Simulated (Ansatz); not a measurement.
CH7NSi2, SMILES C=N[SiH2][SiH3]: vertical spin-state energies, run with Ansatz's Python interface.

Script `ch7nsi2_spin.py`:
```python
"""Gap between spin states of CH7NSi2 at one geometry."""

import ansatz as az

molecule = (
    az.Crystal.molecule()
    .atom("C", (-0.9281, 2.1372, 0.6076))
    .atom("N", (-0.4431, 1.3394, -0.22))
    .atom("Si", (-0.0862, -0.2246, 0.4292))
    .atom("Si", (0.9806, -1.6673, -1.0803))
    .atom("H", (-1.2023, 1.9756, 1.6421))
    .atom("H", (-1.2411, 3.2044, 0.2288))
    .atom("H", (-1.2919, -0.7816, 0.9915))
    .atom("H", (0.8876, 0.0254, 1.5934))
    .atom("H", (0.0036, -1.9333, -2.1852))
    .atom("H", (2.1966, -1.1471, -1.5836))
    .atom("H", (1.1897, -2.9851, -0.403))
)

base = (
    molecule.calculation()
    .basis(gaussian="6-31G*")  # atom-centred Gaussian functions
    .functional("r2scan0")
)
found = {}
for unpaired in [0, 2]:
    report = base.spin("collinear", total=unpaired).run(threads=1, backend="cpu").report
    s = unpaired / 2
    found[unpaired] = report["free_energy_ev"]
    print(f"2S+1 = {unpaired + 1}: E = {found[unpaired]:.5f} eV, <S^2> = {abs(report['mean_field']['state']['spin_squared']):.3f} (pure state {s * (s + 1):.2f})")
lowest = min(found, key=found.get)
for unpaired, e in found.items():
    print(f"multiplicity {unpaired + 1}: {23.060548 * (e - found[lowest]):.1f} kcal/mol above the lowest")
```

Which spin state is lowest at this geometry, and how far above lie the others?

In order: multiplicity 1 (+0.00 eV) and multiplicity 3 (+3.48 eV), all at the one geometry.

What the script printed:

```console
$ python ch7nsi2_spin.py
2S+1 = 1: E = -18390.57398 eV, <S^2> = 0.000 (pure state 0.00)
2S+1 = 3: E = -18387.09130 eV, <S^2> = 2.009 (pure state 2.00)
multiplicity 1: 0.0 kcal/mol above the lowest
multiplicity 3: 80.3 kcal/mol above the lowest
```

What to keep in mind:
- Total energies depend on the basis set; only differences at equal settings carry meaning.
- The geometry is a force-field or estimated start, not a minimum of this method, and the basis set is short of its limit. All parts are taken at fixed geometry, without zero-point energy.
- It ran for 21 s on 1 thread of Arm Neoverse V2, on a shared host, peak memory 0.33 GiB.

(Lines on the test bed's own set-up are left out of the output.)
